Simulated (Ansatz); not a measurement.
# GaAsH+ (singlet): from Hartree-Fock to the top rungs, cc-pVTZ

One table from this session's results is given with a row withheld; the runs are named, their logs left out.

Program: Ansatz 0.2.0, Gaussian basis. Level of theory: cc-pVTZ, core rule «outside noble gas», up to 28 orbitals frozen. These are calculated values, not measurements.

To be run: UHF; CCSD(T) on RHF; CCSD(T) on UHF; BCCD(T) on RHF; CCSDT(Q) on RHF; CCSDT(Q) on UHF; CASSCF and MRCISD+Q, 8 electrons in 9 orbitals; CASSCF and NEVPT2, 8 electrons in 9 orbitals.

10 further runs of the same task are left out: 5 for a known fault of the program, 5 set aside as unsound or not needed.

### The geometry

The geometry is a PBE0/def2-TZVP stationary point (not a proven minimum) of the parent state, kept for this charge and spin. No spin-orbit coupling is included. The filled d shell of Ga, As may be among the frozen orbitals whatever the setting's name suggests; the logs give the count.

3 atoms, charge 1, spin multiplicity 1.

Atoms are counted from 1 here; the program's logs count them from 0.

Bond lengths: Ga1–As2 2.222 Å, Ga1–H3 1.556 Å. Angles: As2–Ga1–H3 180.0°.

Set-up of the first run:

Contents of in.yaml:

```yaml
crystal:
  periodic: [false, false, false]
  atoms:
    - {symbol: Ga, position_ang: [0.000000, 0.000000, 0.222200]}
    - {symbol: As, position_ang: [0.000000, 0.000000, -2.000200]}
    - {symbol: H, position_ang: [0.000000, 0.000000, 1.778000]}
basis:
  gaussian: {orbitals: cc-pVTZ}
total_charge: 1
magnetization: {spin_polarized: true, initial_magnetization: 0}
hamiltonian: {xc: hf}
output: {orbitals: {seedname: orbitals}}
```

The run is started by

```sh
> ansatz run in.yaml --threads 1 --pin off --events-out ev --progress --plain --max-ram 4096MiB --backend cpu
```

Steps of the session up to this table: UHF; CCSD(T) on RHF; CCSD(T) on UHF; BCCD(T) on RHF; CCSDT(Q) on RHF; CCSDT(Q) on UHF; CASSCF and MRCISD+Q, 8 electrons in 9 orbitals; CASSCF and NEVPT2, 8 electrons in 9 orbitals.

One of the session's tables, all rows but one given; the rest of the session is left out.

```
          method  from RCCSDT(Q) (meV)
             RHF                     ?
             UHF               +4084.3
            RMP2               +1356.8
            UMP2                +555.3
           RCCSD                +460.8
           UCCSD                -280.0
        RCCSD(T)                +238.7
        UCCSD(T)                -490.7
         BCCD(T)                +239.2
          RCCSDT                 +66.4
          UCCSDT                -728.8
       RCCSDT(Q)                     0
       UCCSDT(Q)                -806.8
  CASSCF valence               +3204.4
  NEVPT2 valence                +731.8
  MRCISD valence                +185.8
MRCISD+Q valence                 -13.1
```

**Question.** Estimate the row for RHF.

As computed: from RCCSDT(Q) (meV): +5360.5. In the column «from RCCSDT(Q) (meV)» it is the highest.

Caveats from the session: The determinant is far from a pure spin state, so its energy mixes those of several spin states (harmless only where they are near-degenerate, as at dissociation). The report flags that the cluster equations may have other roots. The program flags UCCSD(T), RCCSDT(Q), UCCSDT(Q) as in doubt, so the zero of the table is itself unsure. Warnings: restricted reference is unstable; spin contamination. Restricted and unrestricted rows rest on different reference determinants; where their highest levels disagree by more than a few hundredths of an eV, they describe different states and don't form one ladder.
